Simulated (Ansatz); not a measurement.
# GaNP: the cost of one run

Method: the settings change from run to run; program: Ansatz 0.2.0, Gaussian basis.

36 further runs of the same task are left out: 15 for a known fault of the program, 9 that didn't finish, 12 set aside as unsound or not needed.

## Step 1: The system

The geometry is a PBE0/def2-TZVP stationary point (not a proven minimum) of the parent state, kept for this charge and spin. No spin-orbit coupling is included. The filled d shell of Ga may be among the frozen orbitals whatever the setting's name suggests; the logs give the count.

3 atoms, charge 1, spin multiplicity 3.

Atoms are counted from 1 here; the program's logs count them from 0.

Bond lengths: Ga1–P2 2.418 Å, Ga1–N3 1.835 Å, P2–N3 1.712 Å. Angles: P2–Ga1–N3 44.9°, Ga1–P2–N3 49.2°, Ga1–N3–P2 85.9°.

## Step 2: NEVPT2(2,9)/cc-pVDZ

Input file in.yaml:

```yaml
crystal:
  periodic: [false, false, false]
  atoms:
    - {symbol: Ga, position_ang: [0.000000, 0.093764, 0.821607]}
    - {symbol: P, position_ang: [0.000000, 0.284432, -1.589191]}
    - {symbol: N, position_ang: [0.000000, -1.095724, -0.575558]}
basis:
  gaussian: {orbitals: cc-pVDZ}
total_charge: 1
magnetization: {spin_polarized: false, initial_magnetization: 2}
correlation: {method: sc_nevpt2, electrons: outside_noble_gas, active_space: {window: {electrons: 2, orbitals: 9}}}
accuracy: high
```

Launch:

```
> ansatz run in.yaml --threads 1 --pin off --events-out ev --progress --plain --max-ram 2393MiB
```

What time and memory should one allow on 1 thread of Arm Neoverse V2, shared host?

About 48 s, with a peak of 0.26 GiB.
